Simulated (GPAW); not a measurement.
Crystal: Ir3Rh.

```
Ir Rh
1.0
     3.84034    0.00000    0.00000
     0.00000    3.84034    0.00000
     0.00000    0.00000    3.84034
Ir Rh
3 1
Direct
  0.50000 0.50000 0.00000
  0.00000 0.50000 0.50000
  0.50000 0.00000 0.50000
  0.00000 0.00000 0.00000
```

The cell comes from a database or a generator and needn't be the stable form of this composition.

- Program: GPAW 26.7.0
- Task: relaxation of cell and atoms
- Functional: PBEsol
- Dispersion: D3(BJ)+ATM
- Potentials or basis: PAW data sets generated in the run's folder for this functional
- Cutoff: 600 eV
- Basis: pw
- k mesh: 7 × 7 × 7
- Occupations: fermi-dirac, width 0.05 eV
- Spin: no spin polarisation

At the start: pressure -12.0 GPa; volume 14.16 Å³/atom.

Problem. How do energy, volume and symmetry change on relaxing?

Solution. Over 4 steps the energy falls by 18.4 meV/atom and the volume is 13.68 Å³/atom (-3.4 %); space group Pm-3m (No. 221, to 0.05 Å).

Step by step:
```
step  energy change (eV)  largest force (eV/Å)  pressure (GPa)  volume (Å³)
   1              0.0000                0.0000          -12.04        56.64
   2             -0.0404                0.0000           -8.28        56.00
   3             -0.0734                0.0000            0.48        54.66
   4             -0.0735                0.0000           -0.02        54.73
```

Final structure:
```
CELL_PARAMETERS angstrom
3.79671 0.00000 0.00000
0.00000 3.79671 0.00000
0.00000 0.00000 3.79671
ATOMIC_POSITIONS crystal
Ir 0.50000 0.50000 0.00000
Ir 0.00000 0.50000 0.50000
Ir 0.50000 0.00000 0.50000
Rh 0.00000 0.00000 0.00000
```

Caveat: later steps reuse the first step's grids; pairwise dispersion overbinds metals, which lowers pressure and volume.
